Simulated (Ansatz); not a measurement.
# Co: the order of phases at one pressure

Which of hcp, sc, omega, simple hexagonal has the lowest enthalpy for Co at one common pressure? The runs shown use PAW.

Program: Ansatz 0.2.0. Level of theory: DFT, LDA, PAW with Ansatz's default frozen-core files, scalar-relativistic. These are calculated values, not measurements.

**1. The system as given**

The structure is hexagonal, space group P6_3/mmc (No. 194). Conventional cell: a = 2.425 Å, b = 2.425 Å, c = 3.929 Å, α = 90.00°, β = 90.00°, γ = 120.00°. Co (site symmetry -6m2) has 12 Co at 2.41 to 2.43 Å in its first shell of neighbours.

Structure file:

```cif
data_structure
_symmetry_space_group_name_H-M 'P 1'
_symmetry_Int_Tables_number 1
_cell_length_a 2.4254
_cell_length_b 2.4254
_cell_length_c 3.9292
_cell_angle_alpha 90.000
_cell_angle_beta 90.000
_cell_angle_gamma 120.000
_cell_volume 20.02
loop_
_atom_site_label
_atom_site_type_symbol
_atom_site_fract_x
_atom_site_fract_y
_atom_site_fract_z
_atom_site_occupancy
Co1 Co 0.33333 0.66667 0.25000 1
Co2 Co 0.66667 0.33333 0.75000 1
```

Atoms are numbered in the order of the input: Co1, Co2.

**2. Cell relaxed at zero pressure, PAW**

input.yaml

```yaml
crystal:
  lattice:
    - [2.4254463887, 0.0, 0.0]
    - [-1.2127231943, 2.1004981881, 0.0]
    - [0.0, 0.0, 3.9292231497]
  atoms:
    - { symbol: Co, position: [0.3333333333, 0.6666666667, 0.25], spin: 1.7 }
    - { symbol: Co, position: [0.6666666667, 0.3333333333, 0.75], spin: 1.7 }
magnetization:
  spin_polarized: true
kpoints:
  mp_grid: { grid: [23, 23, 12] }
scf:
  occupations: { method: fermi_dirac, width: 0.05 }
hamiltonian:
  xc: lda
  pseudopotentials: { kind: paw }
output:
  forces: true
  stress: true
relax:
  f_tol: 0.005
  max_steps: 40
  cell: {}
```

Started as:

```console
$ ansatz run input.yaml --threads 2 --pin off --max-ram 7168MiB --backend cpu --events-out ev --progress --plain --runs-dir out
```

Further steps of the session: Volume scaled by 0.504, to set the pressure, PAW; Hcp relaxed under pressure, PAW; Sc relaxed under pressure, PAW; Omega relaxed under pressure, PAW; Simple hexagonal relaxed under pressure, PAW.

What does the calculation give? Wanted: pressure; lowest.

The runs gave:

```
    quantity                            value
    pressure                          870 GPa
lowest (PAW)  hcp, 486.3 meV/atom under omega
```

By PAW the order is hcp < omega < simple hexagonal < sc. Only these structures were tried, with electrons smeared by 0.05 eV and without vibrations, so the true ground state may be another. The k meshes differ between phases and weren't tested, which can move differences by some meV.

At pressures up to 871 GPa the PAW spheres may overlap and frozen cores may not hold, so those PAW values are rough without an all-electron check.
